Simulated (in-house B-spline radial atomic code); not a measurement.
# Yb⁸⁺: ionisation energy by several methods

An exercise on one series of results from a longer session: the logs are not shown, and one member is left open.

The numbers are computed with in-house B-spline radial atomic code version 1 (non-relativistic, several functionals, spin-polarised; spherical all-electron atom at the radial basis limit), except any that are marked as measured or tabulated.

## What is computed

* element: ytterbium (Z = 70)
* charge: +8
* electrons: 62
* configuration: [Kr] 4d10 4f12 5s2 5p2
* nucleus: point

The outer shells:

[Kr] 4d10 4f12 5s2 5p2
```
[Kr] core
4d [↑↓][↑↓][↑↓][↑↓][↑↓]
4f [↑↓][↑↓][↑↓][↑↓][↑↓][↑ ][↑ ]
5s [↑↓]
5p [↑ ][↑ ][  ]
```

Where spins are not typed, each open shell is filled with up spins first.

Set-up of the first run:

Settings, as recorded:

```ini
Z = 70
electrons = 62.0
configuration = [Kr] 4d10 4f12 5s2 5p2
hamiltonian = nr
method = r2scan
spin_polarised = True
```

Steps of the session up to this table: r2SCAN, a meta-GGA; PBE, a GGA; PW91, a GGA; OLYP, a GGA; RPBE, a GGA; SCAN, a meta-GGA.

One of the session's tables, all rows but one given; the rest of the session is left out.

```
method  ΔSCF (eV)
   PBE     146.69
  PW91     146.86
  OLYP          ?
  RPBE     146.58
r2SCAN     147.31
  SCAN     147.44
```

Estimate the missing values for OLYP.

**Answer.** ΔSCF (eV): 146.96. In the column «ΔSCF (eV)» it lies between PW91 (146.86) and r2SCAN (147.31).

Members of this set that are not shown: 12 used exact exchange with fractional occupations of an open shell, which is unsound here.

Caveats from the session: Meta-GGA runs start from a PBE run whose iterations are not counted. These runs leave out relativity, which matters at this nuclear charge.
